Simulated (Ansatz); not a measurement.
**BGeHF+ (triplet): wave-function methods side by side, cc-pVDZ**

One table from this session's results is given with a row withheld; the runs are named, their logs left out.

The runs use Ansatz 0.2.0, Gaussian basis; cc-pVDZ, core rule «outside noble gas», up to 16 orbitals frozen.

To be run: UHF; CCSD(T) on ROHF; CCSD(T) on UHF; BCCD(T) on ROHF; CISD as a restricted active space (open shells left free, so some higher excitations enter); CCSDT(Q) on ROHF; CCSDT(Q) on UHF; CASSCF and NEVPT2, 10 electrons in 10 orbitals.

19 further runs of the same task are left out: 7 that didn't finish, 12 set aside as unsound or not needed. Runs told in other sessions of the task aren't counted.

## The system

The geometry is a PBE0/def2-TZVP stationary point (not a proven minimum) of the parent state, kept for this charge and spin. No spin-orbit coupling is included. The filled d shell of Ge may be among the frozen orbitals whatever the setting's name suggests.

4 atoms, charge 1, spin multiplicity 3.

Atoms are counted from 1 here; the program's logs count them from 0.

Bond lengths: F1–B2 1.313 Å, B2–Ge3 2.044 Å, Ge3–H4 1.540 Å. Angles: F1–B2–Ge3 118.5°, B2–Ge3–H4 124.6°.

The first run:

File in.yaml:

```yaml
crystal:
  periodic: [false, false, false]
  atoms:
    - {symbol: F, position_ang: [0.000000, -0.189970, 2.185434]}
    - {symbol: B, position_ang: [0.000000, 0.665666, 1.189921]}
    - {symbol: Ge, position_ang: [0.000000, -0.060678, -0.721086]}
    - {symbol: H, position_ang: [0.000000, 0.813817, -1.988494]}
basis:
  gaussian: {orbitals: cc-pVDZ}
total_charge: 1
magnetization: {spin_polarized: true, initial_magnetization: 2}
hamiltonian: {xc: hf}
output: {orbitals: {seedname: orbitals}}
```

Launch:

```console
ansatz run in.yaml --threads 1 --pin off --events-out ev --progress --plain --max-ram 2393MiB
```

Among the steps run: UHF; CCSD(T) on ROHF; CCSD(T) on UHF; BCCD(T) on ROHF; CISD as a restricted active space (open shells left free, so some higher excitations enter); CCSDT(Q) on ROHF; CCSDT(Q) on UHF; CASSCF and NEVPT2, 10 electrons in 10 orbitals.

One of the session's tables, all rows but one given; the rest of the session is left out.

```
   method  from UCCSDT(Q) (kcal/mol)
     ROHF                    +219.26
      UHF                    +215.50
     RMP2                     +23.54
     UMP2                     +24.22
    RCCSD                      +8.12
    UCCSD                      +7.88
 RCCSD(T)                      +1.65
 UCCSD(T)                      +1.51
  BCCD(T)                      +1.49
   RCCSDT                      +0.69
   UCCSDT                          ?
RCCSDT(Q)                      +0.33
UCCSDT(Q)                          0
```

**Question.** Estimate the row for UCCSDT.

As computed: from UCCSDT(Q) (kcal/mol): +0.52. In the column «from UCCSDT(Q) (kcal/mol)» it lies between RCCSDT(Q) (+0.33) and RCCSDT (+0.69).

Not comparable, so not listed: CISD as a restricted active space (open shells left free, so some higher excitations enter) (they don't share determinant, frozen orbitals or solution with the rows shown, or repeat one).

Limits of these values: Left out of the table: CASSCF frontier, NEVPT2 frontier (the active space lost an orbital or holds another state than full CI finds). Restricted and unrestricted rows rest on different reference determinants; a gap between their highest levels can come from leftover correlation error, from unlike frozen cores or from another state. Warnings in the runs' records: passed over end.
